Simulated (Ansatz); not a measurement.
This was printed by a script on the Python package of Ansatz (0.2.0), for a single point of CsCaBr₃, space group Pm-3m. What did the script look like? Use: PBEsol, PAW, the default cutoff (420 eV here), 4×4×4 k-points, fixed occupations.

```xyz
5
Lattice="5.7087 0.0000 0.0000 0.0000 5.7087 0.0000 0.0000 0.0000 5.7087" Properties=species:S:1:pos:R:3 pbc="T T T"
Cs    0.0000    0.0000    0.0000
Ca    2.8543    2.8543    2.8543
Br    2.8543    0.0000    2.8543
Br    0.0000    2.8543    2.8543
Br    2.8543    2.8543    0.0000
```

Running `python cscabr3.py` prints:
```text
DeckWarning: basis.ecutwfc = 420 eV, auto-derived from the records' recommended cutoffs: set by Cs (normal level)
free energy      -15598.85575 eV
per atom         -3119.77115 eV
SCF iterations   6  (converged: True)
densities in e/A^3, potentials in eV, ELF without unit
elf.npy          (40, 40, 40)     min     0.0000  mean     0.3375  max     0.8968
rho.npy          (40, 40, 40)     min    -0.0669  mean     0.2150  max     6.9189
v_es.npy         (40, 40, 40)     min   -75.6892  mean     2.2454  max     8.5284
v_tot.npy        (40, 40, 40)     min  -123.4746  mean    -5.8684  max     5.7831
 0 Cs 12 Br at 4.04
 1 Ca 6 Br at 2.85
 2 Br 2 Ca at 2.85
 3 Br 2 Ca at 2.85
 4 Br 2 Ca at 2.85
```
(Warnings from the package without file and line.)

The script that was run (others could print the same):

`cscabr3.py`
```python
from collections import Counter
from pathlib import Path

import ansatz as az
import numpy as np
from pymatgen.core import Structure

crystal = (
    az.Lattice.cubic(5.70866573)
    .space_group(221)
    .atom("Cs", [0.0, 0.0, 0.0])
    .atom("Ca", [0.5, 0.5, 0.5])
    .atom("Br", [0.5, 0.0, 0.5])
)

calc = (
    crystal.calculation()
    .kpoints(4, 4, 4)
    .occupations("fixed")
    .functional("pbesol")
    .compute(density=True, potential=True, electron_localization_function=True, output_files={"volumetric_format": "npy"})
)
res = calc.run(threads=1)
r = res.report

print(f"free energy      {r['free_energy_ev']:.5f} eV")
print(f"per atom         {r['free_energy_ev'] / len(res.lattice.sites):.5f} eV")
print(f"SCF iterations   {r['n_iterations']}  (converged: {r['converged']})")

folder = Path(res.write_results("fields"))
print("densities in e/A^3, potentials in eV, ELF without unit")
for name in sorted(p.name for p in folder.glob("*.npy")):
    field = np.load(folder / name)
    print(f"{name:16s} {str(field.shape):16s} min {field.min():10.4f}  mean {field.mean():10.4f}  max {field.max():10.4f}")

final = Structure(res.lattice.cell_ang, [s.symbol for s in res.lattice.sites], [s.position_frac for s in res.lattice.sites])
for index, site in enumerate(final):
    near = final.get_neighbors(site, 4.5)
    edge = 1.15 * min(n.nn_distance for n in near)
    shell = Counter((round(n.nn_distance, 2), n.specie.symbol) for n in near if n.nn_distance < edge)
    print(f"{index:2d} {site.specie.symbol:2s}", ", ".join(f"{count} {symbol} at {d:.2f}" for (d, symbol), count in sorted(shell.items())))
```

Absolute energies stand on the zero of these potentials, so only differences at equal settings mean something. Densities and potentials on the grid are those of the valence electrons, and inside the cores they hang on the potentials used. The structure comes from a database of computed cells and needn't be a stable or known phase. Run time: 3.7 s on 1 thread of Arm Neoverse V2, with other jobs on the host, peak memory 0.46 GiB.
